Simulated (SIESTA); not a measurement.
Al3GaN4:

```xyz
8
Lattice="5.0377 0.0000 0.0000 0.0000 3.1254 0.0000 -0.0034 0.0000 5.4112" Properties=species:S:1:pos:R:3 pbc="T T T"
Ga    2.5152    0.0000    3.6047
Al    0.0034    0.0000    1.7943
Al    0.0010    1.5627    4.5181
Al    2.5188    1.5627    0.9052
N     3.1400    0.0000    1.7601
N     3.1503    1.5627    4.5523
N     0.6170    1.5627    0.9046
N     0.5526    0.0000    3.6054
```

The cell comes from a database or a generator and needn't be the stable form of this composition.

```yaml
Program: SIESTA 5.4.2
Task: single point
Functional: PBEsol
Potentials_or_basis: PseudoDojo 0.4 standard (PBEsol files)
Basis: DZP (energy shift 0.003 Ry; two zetas on semicore shells)
Grid_cutoff: 800 Ry
Energy_shift: 0.003 Ry
k_mesh: 5 × 9 × 5
Occupations: fermi-dirac, width 0.05 eV
Spin: no spin polarisation
```

On this cell: pressure 2.9 GPa; largest force 0.104 eV/Å; band gap on the k mesh 3.62 eV, direct.

The same run follows on a disturbed copy (atoms moved at random, drawn with an rms of 0.05 Å):

```
CELL_PARAMETERS angstrom
5.03769 0.00000 0.00000
0.00000 3.12544 0.00000
-0.00336 0.00000 5.41117
ATOMIC_POSITIONS crystal
Ga 0.49217 0.00817 0.66972
Al 0.00989 0.99711 0.33513
Al 0.00919 0.51760 0.84794
Al 0.51294 0.50921 0.15697
N 0.62582 0.99205 0.33315
N 0.62965 0.51576 0.83348
N 0.13099 0.49001 0.16961
N 0.10185 0.99787 0.66817
```

**Question.** What changes?

**Answer.** The energy moves by +28.3 meV/atom; pressure 3.2 GPa; largest force 1.687 eV/Å; band gap on the k mesh 3.46 eV, direct.

Forces in eV/Å, atoms in the order of the input:
```
Ga   0.368  0.266 -0.544
Al  -0.619 -0.220  0.026
Al  -0.743 -0.957 -1.174
Al  -0.283 -0.713  1.302
N    0.217  0.738 -0.879
N    0.053 -0.433  0.444
N    0.138  0.443  0.268
N    0.868  0.876  0.557
```

Stress tensor (GPa, compression positive):
```
 1.11  0.97  0.41
 0.97  2.57 -1.32
 0.41 -1.32  5.95
```

Caveats: the basis of atomic orbitals isn't converged, which shifts pressures, moduli and gaps.

